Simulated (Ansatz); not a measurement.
**CH₄BISi: basis-set convergence**

One table from this session's results is given with a row withheld; the runs are named, their logs left out.

Program: Ansatz 0.2.0, Gaussian basis. Level of theory: one geometry, several basis sets. These are calculated values, not measurements.

Plan: PBE0-D4/def2-SVP; ωB97M-V/def2-SVP; PBE0-D4/def2-QZVPP; ωB97M-V/def2-QZVPP; the functionals' def2-TZVPP values are taken from earlier runs.

1 further run of the same task is left out (for a known fault of the program).

## The relaxed structure

All runs share one geometry, relaxed beforehand with PBE0-D4 in a triple-zeta def2 set. I takes the def2 core potential; no spin-orbit term is included.

8 atoms, charge 0, spin multiplicity 1.

Atoms are counted from 1 here; the program's logs count them from 0.

Bond lengths: I1–Si2 2.432 Å, Si2–B3 1.891 Å, Si2–C4 2.041 Å, Si2–H5 1.478 Å, B3–C4 1.482 Å, B3–H6 1.185 Å, C4–H7 1.089 Å, C4–H8 1.095 Å. Angles: I1–Si2–B3 123.4°, I1–Si2–C4 126.5°, I1–Si2–H5 107.9°, B3–Si2–C4 44.1°, B3–Si2–H5 128.5°, C4–Si2–H5 101.9°, Si2–B3–C4 73.4°, Si2–B3–H6 138.0°, C4–B3–H6 132.2°, Si2–C4–B3 62.6°, Si2–C4–H7 142.4°, Si2–C4–H8 83.1°, B3–C4–H7 123.4°, B3–C4–H8 125.0°, H7–C4–H8 110.3°.

The first run:

in.yaml

```yaml
crystal:
  periodic: [false, false, false]
  atoms:
    - {symbol: I, position_ang: [-1.725140, -2.503074, 0.399090]}
    - {symbol: Si, position_ang: [-0.843766, -0.239852, 0.520556]}
    - {symbol: B, position_ang: [-0.195059, 0.708181, -0.982050]}
    - {symbol: C, position_ang: [0.982492, 0.388671, -0.140743]}
    - {symbol: H, position_ang: [-0.803957, 0.155627, 1.944433]}
    - {symbol: H, position_ang: [-0.356844, 0.716169, -2.156253]}
    - {symbol: H, position_ang: [1.926107, 0.025301, -0.544554]}
    - {symbol: H, position_ang: [1.108367, 0.691878, 0.903821]}
basis:
  gaussian: {orbitals: def2-SVP}
hamiltonian: {xc: pbe0, dispersion: d4}
output: {orbitals: {seedname: orbitals}}
```

On the command line:

```sh
$ ansatz run in.yaml --threads 2 --pin off --events-out ev --progress --plain --max-ram 4352MiB
```

Among the steps run: PBE0-D4 in def2-SVP; ωB97M-V in def2-SVP; PBE0-D4 in def2-QZVPP; ωB97M-V in def2-QZVPP.

One of the session's tables, all rows but one given; the rest of the session is left out.

It belongs to the step «Functionals by basis». 

| functional | basis | HOMO (eV) | LUMO (eV) |
| --- | --- | --- | --- |
| PBE0-D4 | def2-SVP | -7.01 | -1.61 |
| PBE0-D4 | def2-TZVPP | -7.02 | -1.64 |
| PBE0-D4 | def2-QZVPP | -7.02 | -1.66 |
| ωB97M-V | def2-SVP | -9.00 | 0.40 |
| ωB97M-V | def2-TZVPP | ? | ? |
| ωB97M-V | def2-QZVPP | -9.05 | 0.22 |

**Question.** Estimate the row for ωB97M-V, def2-TZVPP.

The run gave: HOMO (eV): -9.04; LUMO (eV): 0.28. In the column «HOMO (eV)» it lies between ωB97M-V, def2-QZVPP (-9.05) and ωB97M-V, def2-SVP (-9.00).
